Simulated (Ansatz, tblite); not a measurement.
# Cis-Cu(NH3)2Cl2 (Cl2CuH6N2): a ladder of methods and basis sets

Aim: run the doublet of cis-Cu(NH3)2Cl2 (Cl2CuH6N2) at one geometry on many levels, and compare frontier levels, spin and run time.

Computed with Ansatz 0.2.0, Gaussian basis. Level: as each input shows.

The runs, in order: GFN1-xTB, GFN2-xTB, PBE-D4/def2-TZVP, r2SCAN-D4/def2-TZVP, B2PLYP/def2-TZVP, HSE06-D4/def2-TZVP, B97M-V/def2-TZVP, PBE-D4/def2-SVP, PBE0-D4/def2-SVP, HF/STO-3G, HF/6-31G, B3LYP-D4/6-31G, PBE0-D4/def2-TZVPD, PBE-D4/def2-TZVPD, B2PLYP/def2-TZVPD, CCSD(T)/def2-SVP, MP2/def2-TZVP, RPA/def2-TZVP.

1 further run of the same task is left out (set aside as unsound or not needed). Runs told in other sessions of the task aren't counted.

### Step 1. The geometry

The doublet was relaxed beforehand with r2SCAN-D4/def2-SVP.

11 atoms, charge 0, spin multiplicity 2.

Bond lengths: Cu1–N2 2.084 Å, Cu1–N6 2.084 Å, Cu1–Cl10 2.225 Å, Cu1–Cl11 2.225 Å, N2–H3 1.029 Å, N2–H4 1.021 Å, N2–H5 1.022 Å, N6–H7 1.029 Å, N6–H8 1.021 Å, N6–H9 1.022 Å. Angles: N2–Cu1–N6 95.5°, N2–Cu1–Cl10 155.1°, N2–Cu1–Cl11 86.6°, N6–Cu1–Cl10 86.6°, N6–Cu1–Cl11 155.1°, Cl10–Cu1–Cl11 101.9°, Cu1–N2–H3 95.9°, Cu1–N2–H4 120.6°, Cu1–N2–H5 115.0°, H3–N2–H4 108.8°, H3–N2–H5 107.7°, H4–N2–H5 107.6°, Cu1–N6–H7 95.9°, Cu1–N6–H8 120.7°, Cu1–N6–H9 114.9°, H7–N6–H8 108.8°, H7–N6–H9 107.6°, H8–N6–H9 107.6°.

Formally the metal is d9. No spin-orbit coupling is included.

PBE0-D4/def2-TZVP was run before; its log isn't repeated, and its numbers join the tables.

### Step 2. GFN1-xTB

Tight binding, by tblite at 300 K electronic temperature and without a spin-polarisation term:

```python
tblite.interface.Calculator('GFN1-xTB', numbers, positions, charge=0, uhf=1).singlepoint()
```

Energy -618.9905 eV; 0.006 s.

### Step 3. GFN2-xTB

Tight binding, by tblite at 300 K electronic temperature and without a spin-polarisation term:

```python
tblite.interface.Calculator('GFN2-xTB', numbers, positions, charge=0, uhf=1).singlepoint()
```

Energy -596.5375 eV; 0.005 s.

### Step 4. PBE-D4/def2-TZVP

start.molden holds the orbitals of an earlier run on this state, given as this run's starting guess.

The input, in.yaml:

```yaml
crystal:
  periodic: [false, false, false]
  atoms:
    - {symbol: Cu, position_ang: [-0.606914, -0.602407, 0.002092]}
    - {symbol: N, position_ang: [1.460515, -0.697740, -0.241838]}
    - {symbol: H, position_ang: [1.565880, -1.652631, 0.126306]}
    - {symbol: H, position_ang: [2.074599, -0.073054, 0.283239]}
    - {symbol: H, position_ang: [1.781160, -0.702571, -1.212321]}
    - {symbol: N, position_ang: [-0.685716, 1.466553, 0.238870]}
    - {symbol: H, position_ang: [-1.638586, 1.578854, -0.132422]}
    - {symbol: H, position_ang: [-0.054192, 2.075094, -0.284470]}
    - {symbol: H, position_ang: [-0.691895, 1.788431, 1.208942]}
    - {symbol: Cl, position_ang: [-2.716938, -0.469719, -0.692830]}
    - {symbol: Cl, position_ang: [-0.487902, -2.710810, 0.704433]}
basis:
  gaussian: {orbitals: def2-TZVP, initial_orbitals: start.molden}
magnetization: {spin_polarized: true, initial_magnetization: 1}
hamiltonian: {xc: pbe, dispersion: d4}
scf: {omitted_lower_state_checks: [starts]}
output: {orbitals: {seedname: orbitals}}
```

On the command line:

```bash
$ ansatz run in.yaml --threads 4 --pin off --events-out ev --progress --plain --max-ram 4787MiB
```

Further steps of the session: r2SCAN-D4/def2-TZVP; B2PLYP/def2-TZVP; HSE06-D4/def2-TZVP; B97M-V/def2-TZVP; PBE-D4/def2-SVP; PBE0-D4/def2-SVP; HF/STO-3G; HF/6-31G; B3LYP-D4/6-31G; PBE0-D4/def2-TZVPD; PBE-D4/def2-TZVPD; B2PLYP/def2-TZVPD; CCSD(T)/def2-SVP; MP2/def2-TZVP; RPA/def2-TZVP.

Q: Predict the results of all the runs planned. Wanted: gap in def2-TZVP, named functionals, smallest and largest; correlation energy, CCSD(T)/def2-SVP; correlation energy, MP2/def2-TZVP; binding an atom, CCSD(T)/def2-SVP; ⟨S²⟩ in def2-TZVP, named functionals, smallest and largest; PBE0 total energy, smallest basis above largest.

The runs gave:

| quantity | value |
| --- | --- |
| gap in def2-TZVP, named functionals, smallest and largest | 0.85 eV (PBE-D4), 3.80 eV (PBE0-D4) |
| correlation energy, CCSD(T)/def2-SVP | -25.97 eV |
| correlation energy, MP2/def2-TZVP | -32.04 eV |
| binding an atom, CCSD(T)/def2-SVP | 2.849 eV |
| ⟨S²⟩ in def2-TZVP, named functionals, smallest and largest | 0.751, 0.754 |
| PBE0 total energy, smallest basis above largest | 18.85 eV (def2-SVP, def2-TZVPD) |

Over the named functionals in def2-TZVP the gap runs from 0.85 eV (PBE-D4) to 3.80 eV (PBE0-D4); exact exchange widens it. A small miss in a minimal or small basis is a cancelling of errors, not accuracy. The functionals in def2-TZVP miss CCSD(T)/def2-SVP by +0.198 (PBE0-D4) to +0.277 eV (PBE-D4) an atom. The yardstick is in a double-zeta basis, so levels in larger sets aren't compared like for like. The reference is CCSD(T) in one finite basis, so it carries an error of its own, often a tenth of an eV or more, and near misses can't be ranked.
